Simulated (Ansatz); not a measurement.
# CH₃BClN: a ladder of functionals and wavefunction methods

Aim: compute CH₃BClN with functionals from several rungs and with coupled cluster, and see how far each lands from CCSD(T) at the basis-set limit for the atomisation energy.

The runs use Ansatz 0.2.0, Gaussian basis; functionals in def2-TZVPP, the program's frozen cores in correlated methods.

The runs, in order: LDA (SPW92), PBE-D4, revPBE-D4, BLYP-D4, r2SCAN-D4, B97M-V, PBE0-D4, B3LYP-D4, r2SCANh-D4, r2SCAN0-D4, HSE06-D4, BHLYP-D4, CAM-B3LYP-D4, LC-ωPBE, ωB97X-V, ωB97M-V, B2PLYP, PBE-QIDH; CCSD(T)/def2-SVP; CCSD(T)/def2-TZVPP; MP2/def2-QZVPP; extrapolation to the limit; RPA on PBE.

**1. Structure used throughout**

The geometry comes from an earlier relaxation with PBE0-D4 in a triple-zeta def2 set; it is a stationary point, not always the lowest conformer.

7 atoms, charge 0, spin multiplicity 1.

Atoms are counted from 1 here; the program's logs count them from 0.

Bond lengths: B1–C2 1.557 Å, B1–Cl4 1.854 Å, B1–H5 1.208 Å, B1–H6 1.208 Å, C2–N3 1.151 Å, N3–H7 0.997 Å. Angles: C2–B1–Cl4 105.4°, C2–B1–H5 105.5°, C2–B1–H6 105.5°, Cl4–B1–H5 113.5°, Cl4–B1–H6 113.5°, H5–B1–H6 112.3°, B1–C2–N3 179.9°, C2–N3–H7 178.0°.

**2. LDA**

This LDA is Slater exchange with PW92 correlation.

Input file in.yaml:

```yaml
crystal:
  periodic: [false, false, false]
  atoms:
    - {symbol: B, position_ang: [-0.487265, 0.684043, -0.489747]}
    - {symbol: C, position_ang: [0.239858, -0.365757, 0.401747]}
    - {symbol: N, position_ang: [0.778219, -1.142934, 1.058606]}
    - {symbol: Cl, position_ang: [0.069768, 0.331092, -2.222142]}
    - {symbol: H, position_ang: [-1.667091, 0.494394, -0.314373]}
    - {symbol: H, position_ang: [-0.129460, 1.761541, -0.077982]}
    - {symbol: H, position_ang: [1.257271, -1.830479, 1.598090]}
basis:
  gaussian: {orbitals: def2-TZVPP}
hamiltonian: {xc: lda}
output: {orbitals: {seedname: orbitals}}
```

Further steps of the session: PBE-D4 (GGA); revPBE-D4 (GGA); BLYP-D4 (GGA); r2SCAN-D4 (meta-GGA); B97M-V (meta-GGA); PBE0-D4 (hybrid); B3LYP-D4 (hybrid); r2SCANh-D4 (hybrid); r2SCAN0-D4 (hybrid); HSE06-D4 (hybrid); BHLYP-D4 (hybrid); CAM-B3LYP-D4 (range-separated); LC-ωPBE (range-separated); ωB97X-V (range-separated); ωB97M-V (range-separated); B2PLYP (double hybrid); PBE-QIDH (double hybrid); CCSD(T) in def2-SVP; CCSD(T) in def2-TZVPP; MP2 in def2-QZVPP; RPA on PBE orbitals.

Q: Predict the results of all the runs planned. Wanted: atomisation energy, CCSD(T)/CBS; farthest beyond LDA; mean size of error, GGA; mean size of error, meta-GGA; mean size of error, hybrid; mean size of error, range-separated; mean size of error, double hybrid; gap, smallest and largest; T1 diagnostic.

**Answer**, as computed:

```
                               quantity                                      value
        atomisation energy, CCSD(T)/CBS                              2582.4 kJ/mol
 functionals within 12.9 kJ/mol (0.5 %)      r2SCANh-D4, LC-ωPBE, B2PLYP, PBE-QIDH
                    farthest beyond LDA                     PBE-D4 (+118.3 kJ/mol)
                mean size of error, GGA                                69.3 kJ/mol
           mean size of error, meta-GGA                                32.5 kJ/mol
             mean size of error, hybrid                                37.9 kJ/mol
    mean size of error, range-separated                                25.9 kJ/mol
      mean size of error, double hybrid                                 2.1 kJ/mol
              gap, smallest and largest  3.65 eV (LDA (SPW92)), 11.20 eV (LC-ωPBE)
                          T1 diagnostic                                     0.0131
triples share of the correlation energy                                      4.4 %
```

**Reading.** LDA overbinds by 442.5 kJ/mol (17 %). PBE-D4 misses by +118.3 kJ/mol. Double hybrids carry the basis error of their MP2 part in triple zeta, and no dispersion term here, so their miss is partly the set-up's. By mean error the best rung here is double hybrid (2.1 kJ/mol) and the worst beyond LDA is GGA (69.3 kJ/mol). The reference freezes the cores and leaves out relativity and excitations past (T), so misses under about 12.9 kJ/mol can't be ranked. Hartree-Fock recovers 71 % of the binding; the rest is correlation. CCSD(T) in def2-SVP is off by -130.5 kJ/mol, worse than the median functional, from the basis alone. The gap grows from 3.7 to 11.2 eV across the functionals, mostly with the share of exact exchange.
